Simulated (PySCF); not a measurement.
# TeC: the SCF solver's settings

The same problem is solved with other solver options, one edit a run.

Computed with PySCF 2.14.0. Level: method and basis as typed in the scripts.

6 further runs of the same task are left out: 1 for a known fault of the program, 5 that didn't finish.

**1. The starting structure**

TeC: 2 atoms, charge 0, spin multiplicity 1.

Bond lengths: Te1–C2 2.131 Å.

**2. Base script**

Input file input.py:

```python
from pyscf import gto, scf

mol = gto.M(
    atom='Te 0 0 0; C 0 0 2.131',
    basis='def2-svpd',
    ecp={'Te': 'def2-svpd'},
    charge=0,
    spin=0,
    symmetry=True,
    verbose=3,
)
mf = scf.RHF(mol)
mf.kernel()
mf.dip_moment()
print('orbital energies (hartree):', mf.mo_energy[..., max(0, mol.nelec[1]-3):mol.nelec[0]+3].round(4))
```

Command:

```bash
OMP_NUM_THREADS=1 python input.py
```

The log of this run is left out.

It gives: E(SCF) = -304.661783 Eh, μ = 1.19 D.

The bond length is a typed value, not an optimised one.

**3. Smearing width 0.001 hartree**

Run 1 changes smearing width: none → 0.001 hartree.

Input file input.py:

```python
from pyscf import gto, scf

mol = gto.M(
    atom='Te 0 0 0; C 0 0 2.131',
    basis='def2-svpd',
    ecp={'Te': 'def2-svpd'},
    charge=0,
    spin=0,
    symmetry=True,
    verbose=3,
)
mf = scf.RHF(mol)
mf = scf.addons.smearing_(mf, sigma=0.001, method='fermi')
mf.kernel()
mf.dip_moment()
print('orbital energies (hartree):', mf.mo_energy[..., max(0, mol.nelec[1]-3):mol.nelec[0]+3].round(4))
```

Command:

```bash
OMP_NUM_THREADS=1 python input.py
```

**4. Initial guess huckel**

Run 2 changes initial guess: minao → huckel.

input.py, as its differences from that of step 2:

```diff
@@ -12,2 +12,3 @@
 mf = scf.RHF(mol)
+mf.init_guess = 'huckel'
 mf.kernel()
```

**5. Damping 0.5**

Run 3 changes damping: none → 0.5.

input.py, as its differences from that of step 2:

```diff
@@ -12,2 +12,4 @@
 mf = scf.RHF(mol)
+mf.damp = 0.5
+mf.diis_start_cycle = 8
 mf.kernel()
```

**6. Smearing width 0.005 hartree**

Run 4 changes smearing width: none → 0.005 hartree.

input.py, as its differences from that of step 2:

```diff
@@ -12,2 +12,3 @@
 mf = scf.RHF(mol)
+mf = scf.addons.smearing_(mf, sigma=0.005, method='fermi')
 mf.kernel()
```

**7. Second-order solver on**

Run 5 changes second-order solver: off → on.

input.py, as its differences from that of step 2:

```diff
@@ -12,2 +12,3 @@
 mf = scf.RHF(mol)
+mf = mf.newton()
 mf.kernel()
```

Before running it: what results should come out? Wanted: for each run, E(SCF); from base; SCF dipole.

**Answer**, as computed:

```csv
run,E(SCF) (hartree),from base (eV),SCF dipole (D)
base,-304.661783,0,1.19
smearing width 0.001 hartree,-304.661783,0.0000,1.19
initial guess huckel,-304.661783,0.0000,1.19
damping 0.5,-304.661783,0.0000,1.19
smearing width 0.005 hartree,-304.661783,0.0000,1.19
second-order solver on,-304.661783,0.0000,1.19
```

**Reading.** With smearing width 0.001 hartree or initial guess huckel or damping 0.5 or smearing width 0.005 hartree or second-order solver on the SCF ends at the base energy.
